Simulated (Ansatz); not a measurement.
# H₂Se₂: a ladder of functionals and wavefunction methods

One table from this session's results is given with a row withheld; the runs are named, their logs left out.

Method: functionals in def2-TZVPP, the program's frozen cores in correlated methods; program: Ansatz 0.2.0, Gaussian basis.

The runs, in order: LDA (SPW92), PBE-D4, revPBE-D4, BLYP-D4, r2SCAN-D4, B97M-V, PBE0-D4, B3LYP-D4, r2SCANh-D4, r2SCAN0-D4, HSE06-D4, BHLYP-D4, CAM-B3LYP-D4, LC-ωPBE, ωB97X-V, ωB97M-V, B2PLYP, PBE-QIDH; CCSD(T)/def2-SVP; CCSD(T)/def2-TZVPP; MP2/def2-QZVPP; extrapolation to the limit; RPA on PBE.

## The geometry

The geometry comes from an earlier relaxation with PBE0-D4 in a triple-zeta def2 set; it is a stationary point.

SMILES `[SeH][SeH]`, 4 atoms, charge 0, spin multiplicity 1.

Atoms are counted from 1 here; the program's logs count them from 0.

Bond lengths: Se1–Se2 2.324 Å, Se1–H3 1.473 Å, Se2–H4 1.473 Å. Angles: Se2–Se1–H3 96.5°, Se1–Se2–H4 96.5°.

The first run:

in.yaml reads:

```yaml
crystal:
  periodic: [false, false, false]
  atoms:
    - {symbol: Se, position_ang: [0.511272, -1.130505, 0.346454]}
    - {symbol: Se, position_ang: [0.482949, 1.166113, -0.010764]}
    - {symbol: H, position_ang: [-0.809206, -1.214934, 0.993381]}
    - {symbol: H, position_ang: [-0.129614, 1.119125, -1.349370]}
basis:
  gaussian: {orbitals: def2-TZVPP}
hamiltonian: {xc: lda}
output: {orbitals: {seedname: orbitals}}
```

Command:

```
$ ansatz run in.yaml --threads 2 --pin off --events-out ev --progress --plain --max-ram 4352MiB
```

Steps of the session up to this table: LDA; PBE-D4 (GGA); revPBE-D4 (GGA); BLYP-D4 (GGA); r2SCAN-D4 (meta-GGA); B97M-V (meta-GGA); B3LYP-D4 (hybrid); r2SCANh-D4 (hybrid); r2SCAN0-D4 (hybrid); HSE06-D4 (hybrid); BHLYP-D4 (hybrid); CAM-B3LYP-D4 (range-separated); LC-ωPBE (range-separated); ωB97X-V (range-separated); ωB97M-V (range-separated); B2PLYP (double hybrid); PBE-QIDH (double hybrid).

One table of the session follows, with a row left open; its other results are not shown here.

It belongs to the step «Orbital energies across the functionals». 

```
  functional  HOMO (eV)  LUMO (eV)  gap (eV)
 LDA (SPW92)      -6.16      -2.76      3.39
      PBE-D4      -6.02      -2.53      3.50
   revPBE-D4      -5.98      -2.44      3.54
     BLYP-D4      -5.85      -2.42      3.43
   r2SCAN-D4      -6.31      -2.38      3.93
      B97M-V      -6.37      -2.19      4.18
     PBE0-D4      -7.20      -1.65      5.54
    B3LYP-D4      -6.95      -1.89      5.06
  r2SCANh-D4      -6.73      -2.05      4.68
  r2SCAN0-D4      -7.38      -1.58      5.80
    HSE06-D4      -6.80      -2.03      4.77
    BHLYP-D4      -8.20      -0.71      7.49
CAM-B3LYP-D4      -8.48      -0.62      7.86
     LC-ωPBE      -9.86       0.55     10.41
     ωB97X-V          ?          ?         ?
     ωB97M-V      -9.35       0.31      9.66
```

Estimate the missing values for ωB97X-V.

As computed: HOMO (eV): -9.50; LUMO (eV): 0.45; gap (eV): 9.95. In the column «HOMO (eV)» it lies between LC-ωPBE (-9.86) and ωB97M-V (-9.35).
